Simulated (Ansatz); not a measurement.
# C₁₀H₁₀Cl₂Hf: how energies converge with the basis set

The task here is to estimate one member of a computed series from the others.

Computed with Ansatz 0.2.0, Gaussian basis. Level: one geometry, several basis sets.

Levels to be run: PBE0-D4/def2-SVP; ωB97M-V/def2-SVP; PBE0-D4/def2-QZVPP; ωB97M-V/def2-QZVPP; the functionals' def2-TZVPP values are taken from earlier runs.

### The geometry

The geometry comes from an earlier relaxation with PBE0-D4 in a triple-zeta def2 set; it is a stationary point, not always the lowest conformer. Hf takes the def2 core potential; no spin-orbit term is included.

SMILES `[Cl][Hf]12345678([Cl])([C@H]9[C@@H]1[C@@H]2[C@@H]3[C@H]94)[C@H]1[C@@H]5[C@@H]6[C@@H]7[C@H]18`, 23 atoms, charge 0, spin multiplicity 1.

Atoms are counted from 1 here; the program's logs count them from 0.

Bond lengths: Cl1–Hf2 2.410 Å, Hf2–Cl3 2.410 Å, Hf2–C4 2.535 Å, Hf2–C5 2.498 Å, Hf2–C6 2.507 Å, Hf2–C7 2.521 Å, Hf2–C8 2.532 Å, Hf2–C9 2.507 Å, Hf2–C10 2.520 Å, Hf2–C11 2.532 Å, Hf2–C12 2.535 Å, Hf2–C13 2.498 Å, C4–C5 1.411 Å, C4–C8 1.405 Å, C4–H14 1.078 Å, C5–C6 1.417 Å, C5–H15 1.080 Å, C6–C7 1.405 Å and more. Angles: Cl1–Hf2–Cl3 99.6°, Cl1–Hf2–C4 78.7°, Cl1–Hf2–C5 98.6°, Cl1–Hf2–C6 130.4°, Cl1–Hf2–C7 126.8°, Cl1–Hf2–C8 94.4°, Cl1–Hf2–C9 111.1°, Cl1–Hf2–C10 81.7°, Cl1–Hf2–C11 83.0°, Cl1–Hf2–C12 113.1°, Cl1–Hf2–C13 134.3°, Cl3–Hf2–C4 113.2°, Cl3–Hf2–C5 134.3°, Cl3–Hf2–C6 111.0°, Cl3–Hf2–C7 81.7°, Cl3–Hf2–C8 83.1°, Cl3–Hf2–C9 130.3°, Cl3–Hf2–C10 126.8° and more.

Set-up of the first run:

The input, in.yaml:

```yaml
crystal:
  periodic: [false, false, false]
  atoms:
    - {symbol: Cl, position_ang: [0.701912, -0.402132, -2.791015]}
    - {symbol: Hf, position_ang: [0.307897, -0.462068, -0.413866]}
    - {symbol: Cl, position_ang: [1.298234, -2.597728, 0.103484]}
    - {symbol: C, position_ang: [-2.054313, -0.646750, -1.314965]}
    - {symbol: C, position_ang: [-2.025697, 0.427857, -0.401184]}
    - {symbol: C, position_ang: [-1.803064, -0.109358, 0.891356]}
    - {symbol: C, position_ang: [-1.663105, -1.502032, 0.763729]}
    - {symbol: C, position_ang: [-1.811484, -1.833779, -0.603772]}
    - {symbol: C, position_ang: [0.680555, 1.790984, 0.620199]}
    - {symbol: C, position_ang: [1.487036, 1.762197, -0.530537]}
    - {symbol: C, position_ang: [2.502576, 0.797299, -0.329823]}
    - {symbol: C, position_ang: [2.326977, 0.241399, 0.948421]}
    - {symbol: C, position_ang: [1.186797, 0.832271, 1.533070]}
    - {symbol: H, position_ang: [-2.180888, -0.563675, -2.382474]}
    - {symbol: H, position_ang: [-2.179099, 1.469085, -0.642761]}
    - {symbol: H, position_ang: [-1.750911, 0.451797, 1.811726]}
    - {symbol: H, position_ang: [-1.448194, -2.197172, 1.560932]}
    - {symbol: H, position_ang: [-1.716441, -2.821919, -1.026850]}
    - {symbol: H, position_ang: [-0.173833, 2.430704, 0.780504]}
    - {symbol: H, position_ang: [1.342607, 2.348273, -1.425433]}
    - {symbol: H, position_ang: [3.255367, 0.514416, -1.049588]}
    - {symbol: H, position_ang: [2.924110, -0.543645, 1.384181]}
    - {symbol: H, position_ang: [0.792962, 0.613968, 2.514677]}
basis:
  gaussian: {orbitals: def2-SVP}
hamiltonian: {xc: pbe0, dispersion: d4}
output: {orbitals: {seedname: orbitals}}
```

The run is started by

```sh
$ ansatz run in.yaml --threads 11 --pin off --events-out ev --progress --plain --max-ram 174080MiB --backend cpu
```

Among the steps run: PBE0-D4 in def2-SVP; ωB97M-V in def2-SVP; PBE0-D4 in def2-QZVPP; ωB97M-V in def2-QZVPP.

One table of the session follows, with a row left open; its other results are not shown here.

It belongs to the step «Density functionals: the series». 

| functional | basis | HOMO (eV) |
| --- | --- | --- |
| PBE0-D4 | def2-SVP | ? |
| PBE0-D4 | def2-TZVPP | -6.95 |
| PBE0-D4 | def2-QZVPP | -6.97 |
| ωB97M-V | def2-SVP | -9.04 |
| ωB97M-V | def2-TZVPP | -8.97 |
| ωB97M-V | def2-QZVPP | -8.99 |

Q: Estimate the row for PBE0-D4, def2-SVP from the others.

The run gave: HOMO (eV): -7.02. In the column «HOMO (eV)» it lies between ωB97M-V, def2-TZVPP (-8.97) and PBE0-D4, def2-QZVPP (-6.97).
